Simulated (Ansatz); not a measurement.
# CHCl2F (dichlorofluoromethane) at r2SCAN/def2-SVPD

What is the electronic atomisation energy of CHCl2F (dichlorofluoromethane) at r2SCAN/def2-SVPD? 

The calculation is run with Ansatz 0.2.0.

78 further runs of the same task are left out: 78 set aside as unsound or not needed.

## (1) The molecule

CHCl2F has 5 atoms, charge 0, and is taken as a singlet. As SMILES, `FC(Cl)Cl`. Geometry: relaxed at PBE0-D4/def2-TZVP.

Bond lengths: F1–C2 1.340 Å, C2–Cl3 1.759 Å, C2–Cl4 1.759 Å, C2–H5 1.088 Å. Angles: F1–C2–Cl3 109.4°, F1–C2–Cl4 109.4°, Cl3–C2–Cl4 111.6°, F1–C2–H5 109.7°, Cl3–C2–H5 108.4°, Cl4–C2–H5 108.4°.

## (2) The energy at r2SCAN/def2-SVPD

The input, run.yaml:

```yaml
crystal:
  periodic: [false, false, false]
  atoms:
    - symbol: F
      position_ang: [-0.590600, 0.132500, 1.230400]
    - symbol: C
      position_ang: [0.006400, 0.099400, 0.030700]
    - symbol: Cl
      position_ang: [1.459900, -0.886800, 0.126900]
    - symbol: Cl
      position_ang: [-1.120400, -0.525200, -1.167100]
    - symbol: H
      position_ang: [0.294600, 1.106400, -0.262500]
basis:
  gaussian:
    orbitals: def2-SVPD
total_charge: 0
hamiltonian:
  xc: r2scan
accuracy: high
output:
  orbitals: {seedname: orbitals}
```

On the command line:

```sh
$ ansatz run run.yaml --threads 1 --pin off --max-ram 3480MiB --events-out events.jsonl --progress --plain --runs-dir runs
```

The log of the run:

```text
Warning: RAYON_NUM_THREADS=1 ignored (pool sized by the plan → 1); use --threads N
Functional definition: r2SCAN
  name "r2SCAN"
  parameter k0 = 0.174
  parameter k1 = 0.065
  parameter a1 = 4.9479
  exchange = r2scan_x(k0 = k0, k1 = k1, a1 = a1)
  correlation = r2scan_c
2035 factors; integrals over basis functions are off by at most 3.6e-9 eV
mean field evaluation 1: about -28800.8563 eV, gradient 2.2e1 eV
mean field evaluation 2: about -28799.7523 eV, gradient 3.4e1 eV
mean field evaluation 4: about -28801.6830 eV, gradient 7.3e-1 eV
mean field evaluation 8: about -28801.6830 eV, gradient 3.1e-2 eV
mean field evaluation 16: about -28801.6830 eV, gradient 3.2e-6 eV
mean field -28801.68298604 eV, -1058.4423272549 hartree, gradient 3.2e-8 eV, S^2 0.000000; 0 other end points of the search recorded, 0 dependent functions left out
reference -28801.68298692 eV, -1058.4423272873 hartree; 25, 25 occupied and 80, 80 virtual orbitals, 2035 factors
Total energy: -28801.68298692 eV, -1058.4423272873 hartree
```

Wall time 11 s (1 thread of Arm Neoverse V2, shared host); peak memory 0.31 GiB.

## (3) The C atom

The input, input.yaml:

```yaml
crystal:
  periodic: [false, false, false]
  atoms:
    - symbol: C
      position_ang: [0.000000, 0.000000, 0.000000]
basis:
  gaussian:
    orbitals: def2-SVPD
magnetization:
  spin_polarized: true
  initial_magnetization: 2
hamiltonian:
  xc: {name: r2SCAN}
accuracy: high
```

Run the same way, it converges to -37.78828 Eh (log not shown).

## (4) The Cl atom at the same level

The input, in.yaml:

```yaml
crystal:
  periodic: [false, false, false]
  atoms:
    - symbol: Cl
      position_ang: [0.000000, 0.000000, 0.000000]
basis:
  gaussian: {orbitals: def2-SVPD}
magnetization: {spin_polarized: true, initial_magnetization: 1}
hamiltonian: {xc: r2scan}
accuracy: high
```

Run the same way, it converges to -459.96705 Eh (log not shown).

## (5) The F atom at the same level

The input, job.yaml:

```yaml
crystal:
  periodic: [false, false, false]
  atoms:
    - {symbol: F, position_ang: [0.000000, 0.000000, 0.000000]}
basis:
  gaussian:
    orbitals: def2-SVPD
accuracy: high
hamiltonian:
  xc: r2scan
magnetization:
  spin_polarized: true
  initial_magnetization: 1
```

On the command line:

```sh
$ ansatz run job.yaml --threads 1 --pin off --max-ram 3480MiB --events-out events.jsonl --progress --plain --runs-dir runs
```

The log of the run, shortened:

```text
Warning: RAYON_NUM_THREADS=1 ignored (pool sized by the plan → 1); use --threads N
[... 7 set-up lines as earlier in the session ...]
194 factors; integrals over basis functions are off by at most 1.8e-9 eV
mean field evaluation 1: about -2710.3828 eV, gradient 6.0e0 eV
mean field evaluation 2: about -2710.4441 eV, gradient 4.0e0 eV
mean field evaluation 4: about -2710.4932 eV, gradient 1.1e-2 eV
mean field evaluation 8: about -2710.4945 eV, gradient 3.7e-4 eV
mean field -2710.49449534 eV, -99.6088354644 hartree, gradient 1.9e-8 eV, S^2 0.752225; 0 other end points of the search recorded, 0 dependent functions left out
reference -2710.49449844 eV, -99.6088355784 hartree; 5, 4 occupied and 18, 19 virtual orbitals, 194 factors
Total energy: -2710.49449844 eV, -99.6088355784 hartree
```

It took 0.85 s on 1 thread of Arm Neoverse V2, shared host; peak memory 0.098 GiB.

## (6) The H atom

The input, job.yaml:

```yaml
crystal:
  periodic: [false, false, false]
  atoms:
    - {symbol: H, position_ang: [0.000000, 0.000000, 0.000000]}
basis:
  gaussian:
    orbitals: def2-SVPD
magnetization:
  spin_polarized: true
  initial_magnetization: 1
hamiltonian:
  xc: r2scan
accuracy: high
```

Run the same way, it converges to -0.49921 Eh (log not shown).

## (7) Summary of results

Level: r2SCAN/def2-SVPD.

| quantity | value |
| --- | --- |
| molecule: total energy | -1058.44233 Eh |
| molecule: HOMO energy | -8.20 eV |
| molecule: LUMO energy | -1.30 eV |
| molecule: HOMO–LUMO gap | 6.90 eV |
| C atom: total energy | -37.78828 Eh |
| C atom: ⟨S²⟩ | 2.006 |
| Cl atom: total energy | -459.96705 Eh |
| Cl atom: ⟨S²⟩ | 0.754 |
| F atom: total energy | -99.60884 Eh |
| F atom: ⟨S²⟩ | 0.752 |
| H atom: total energy | -0.49921 Eh |
| H atom: ⟨S²⟩ | 0.750 |
| electronic atomisation energy | 16.651 eV |

What this shows: Taking the molecule apart into free atoms costs 16.65 eV (384 kcal/mol), before zero-point energy and without spin-orbit coupling.
